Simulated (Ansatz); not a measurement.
# Dimethyl selenide (C2H6Se): up Jacob's ladder to CCSD(T)

The task here is to estimate one member of a computed series from the others.

Method: functionals in def2-TZVPP, the program's frozen cores in correlated methods; program: Ansatz 0.2.0, Gaussian basis.

Levels to be run: LDA (SPW92), PBE-D4, revPBE-D4, BLYP-D4, r2SCAN-D4, B97M-V, PBE0-D4, B3LYP-D4, r2SCANh-D4, r2SCAN0-D4, HSE06-D4, BHLYP-D4, CAM-B3LYP-D4, LC-ωPBE, ωB97X-V, ωB97M-V, B2PLYP, PBE-QIDH; CCSD(T)/def2-SVP; CCSD(T)/def2-TZVPP; MP2/def2-QZVPP; extrapolation to the limit; RPA on PBE.

## The geometry

An earlier PBE0-D4 in a triple-zeta def2 set relaxation fixed the geometry.

SMILES `C[Se]C`, 9 atoms, charge 0, spin multiplicity 1.

Atoms are counted from 1 here; the program's logs count them from 0.

Bond lengths: C1–Se2 1.940 Å, C1–H4 1.090 Å, C1–H5 1.089 Å, C1–H6 1.090 Å, Se2–C3 1.940 Å, C3–H7 1.090 Å, C3–H8 1.090 Å, C3–H9 1.089 Å. Angles: Se2–C1–H4 110.4°, Se2–C1–H5 107.0°, Se2–C1–H6 110.4°, H4–C1–H5 109.3°, H4–C1–H6 110.4°, H5–C1–H6 109.3°, C1–Se2–C3 96.9°, Se2–C3–H7 110.4°, Se2–C3–H8 110.4°, Se2–C3–H9 107.0°, H7–C3–H8 110.4°, H7–C3–H9 109.3°, H8–C3–H9 109.3°.

The first run:

File in.yaml:

```yaml
crystal:
  periodic: [false, false, false]
  atoms:
    - {symbol: C, position_ang: [-0.594367, 0.668397, -1.138026]}
    - {symbol: Se, position_ang: [1.137123, 0.569687, -0.268199]}
    - {symbol: C, position_ang: [0.625670, -0.672833, 1.131432]}
    - {symbol: H, position_ang: [-0.892613, -0.313847, -1.503157]}
    - {symbol: H, position_ang: [-0.489358, 1.349307, -1.981997]}
    - {symbol: H, position_ang: [-1.343024, 1.060736, -0.450410]}
    - {symbol: H, position_ang: [-0.158191, -0.242183, 1.753773]}
    - {symbol: H, position_ang: [0.291635, -1.615514, 0.699143]}
    - {symbol: H, position_ang: [1.511525, -0.850151, 1.740342]}
basis:
  gaussian: {orbitals: def2-TZVPP}
hamiltonian: {xc: lda}
output: {orbitals: {seedname: orbitals}}
```

Steps of the session up to this table: LDA; PBE-D4 (GGA); revPBE-D4 (GGA); BLYP-D4 (GGA); r2SCAN-D4 (meta-GGA); B97M-V (meta-GGA); PBE0-D4 (hybrid); B3LYP-D4 (hybrid); r2SCANh-D4 (hybrid); r2SCAN0-D4 (hybrid); HSE06-D4 (hybrid); BHLYP-D4 (hybrid); CAM-B3LYP-D4 (range-separated); LC-ωPBE-D4 (range-separated; the results give it without D4); ωB97X-V (range-separated); ωB97M-V (range-separated); B2PLYP (double hybrid); PBE-QIDH (double hybrid).

One of the session's tables, all rows but one given; the rest of the session is left out.

It belongs to the step «Orbital energies across the functionals». 

```
  functional  HOMO (eV)  LUMO (eV)  gap (eV)
 LDA (SPW92)      -4.96      -0.60      4.37
      PBE-D4      -4.85      -0.43      4.42
   revPBE-D4      -4.81      -0.35      4.45
     BLYP-D4      -4.71      -0.36      4.34
   r2SCAN-D4      -5.08      -0.11      4.97
      B97M-V      -5.18      -0.18      5.00
     PBE0-D4          ?          ?         ?
    B3LYP-D4      -5.79       0.19      5.98
  r2SCANh-D4      -5.51       0.22      5.72
  r2SCAN0-D4      -6.15       0.68      6.84
    HSE06-D4      -5.60       0.09      5.70
    BHLYP-D4      -7.02       1.30      8.33
CAM-B3LYP-D4      -7.32       1.44      8.76
     LC-ωPBE      -8.68       2.69     11.36
     ωB97X-V      -8.33       2.51     10.84
     ωB97M-V      -8.21       2.24     10.45
```

Q: Estimate the row for PBE0-D4 from the others.

As computed: HOMO (eV): -6.00; LUMO (eV): 0.47; gap (eV): 6.47. In the column «HOMO (eV)» it lies between r2SCAN0-D4 (-6.15) and B3LYP-D4 (-5.79).
